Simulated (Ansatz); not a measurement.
Geometry optimisation, DFT PBEsol, scalar-relativistic, plane waves, PAW in Ansatz 0.2.0.

The input (input.yaml):

```yaml
crystal:
  lattice:
    - [0.0, 5.43, 5.43]
    - [5.43, 0.0, 5.43]
    - [5.43, 5.43, 0.0]
  atoms:
    - { symbol: Si, position: [0.0, 0.0, 0.0] }
    - { symbol: Si, position: [0.125, 0.125, 0.125] }
    - { symbol: Si, position: [0.0, 0.0, 0.5] }
    - { symbol: Si, position: [0.125, 0.125, 0.625] }
    - { symbol: Si, position: [0.0, 0.5, 0.0] }
    - { symbol: Si, position: [0.125, 0.625, 0.125] }
    - { symbol: Si, position: [0.0, 0.5, 0.5] }
    - { symbol: Si, position: [0.125, 0.625, 0.625] }
    - { symbol: Si, position: [0.5, 0.0, 0.0] }
    - { symbol: Si, position: [0.625, 0.125, 0.125] }
    - { symbol: Si, position: [0.5, 0.0, 0.5] }
    - { symbol: Si, position: [0.625, 0.125, 0.625] }
    - { symbol: Si, position: [0.5, 0.5, 0.0] }
    - { symbol: Si, position: [0.625, 0.625, 0.125] }
    - { symbol: Si, position: [0.5, 0.5, 0.5] }
    - { symbol: Si, position: [0.625, 0.625, 0.625] }
    - { symbol: Ti, position: [0.31880997, 1.05862553, 0.8064178] }
basis:
  ecutwfc: 420.0
kpoints:
  mp_grid: { grid: [2, 2, 2] }
hamiltonian:
  xc: pbesol
  pseudopotentials: { kind: paw, azcp: { folder: soft_1 } }
scf:
  occupations: { method: gaussian, width: 0.02 }
  lower_state_search: "off"
relax:
  f_tol: 0.03
  max_steps: 60
  adjacent_minimum: "off"
output:
  write_density: true
  write_potential: true
  elf: true
  volumetric_format: npy
```

Launched with:

```bash
$ ansatz run input.yaml --threads 1 --pin off --max-ram 3072MiB --backend cpu --events-out ev --progress --plain --runs-dir out
```

Task: Where does it end, and by what steps?

Result: The run converged. The force dipped under the threshold on the way, but the program's further checks kept it going. Limits of this set-up: coarse k mesh, PAW files made for another functional. After 14 steps the energy has fallen by 3.241 eV; Ti17 moved furthest, 1.08 Å. Joined: Si6–Ti17 (3.53 → 2.75 Å).

| step | energy less start (eV) | largest force component (eV/Å) | accepted |
| --- | --- | --- | --- |
| 0 | 0.0000 | 3.571 | yes |
| 1 | -1.2077 | 1.316 | yes |
| 2 | -1.5826 | 0.824 | yes |
| 3 | -1.9349 | 1.159 | yes |
| 4 | -2.3197 | 0.954 | yes |
| 5 | -2.7240 | 0.894 | yes |
| 6 | -3.0777 | 0.428 | yes |
| 7 | -3.2225 | 0.128 | yes |
| 8 | -3.2379 | 0.108 | yes |
| 9 | -3.2399 | 0.017 | yes |
| 10 | -3.2399 | 0.017 | yes |
| 11 | -3.2404 | 0.024 | yes |
| 12 | -3.1423 | 0.587 | no |
| 13 | -3.2411 | 0.028 | yes |
| 14 | -3.2412 | 0.028 | yes |

```xyz
17
Lattice="0.0000 5.4300 5.4300 5.4300 0.0000 5.4300 5.4300 5.4300 0.0000" Properties=species:S:1:pos:R:3
Si 0.081 -0.103 -0.018
Si 1.409 1.317 1.397
Si 2.716 2.696 0.021
Si 4.109 3.995 1.379
Si 2.718 -0.059 2.776
Si 4.110 1.299 4.078
Si 5.474 2.684 2.765
Si 6.798 4.035 4.113
Si 0.078 2.733 2.817
Si 1.431 4.033 4.109
Si 2.728 5.354 2.793
Si 4.108 6.767 4.152
Si 2.725 2.713 5.434
Si 4.109 4.069 6.847
Si 5.473 5.382 5.463
Si 6.801 6.748 6.828
Ti 9.559 6.748 6.826
```

Whether the end is a true minimum wasn't checked by a vibrational analysis.

Time of the run: 110 s on 1 thread of Arm Neoverse V2 (shared host), peak memory 0.56 GiB.
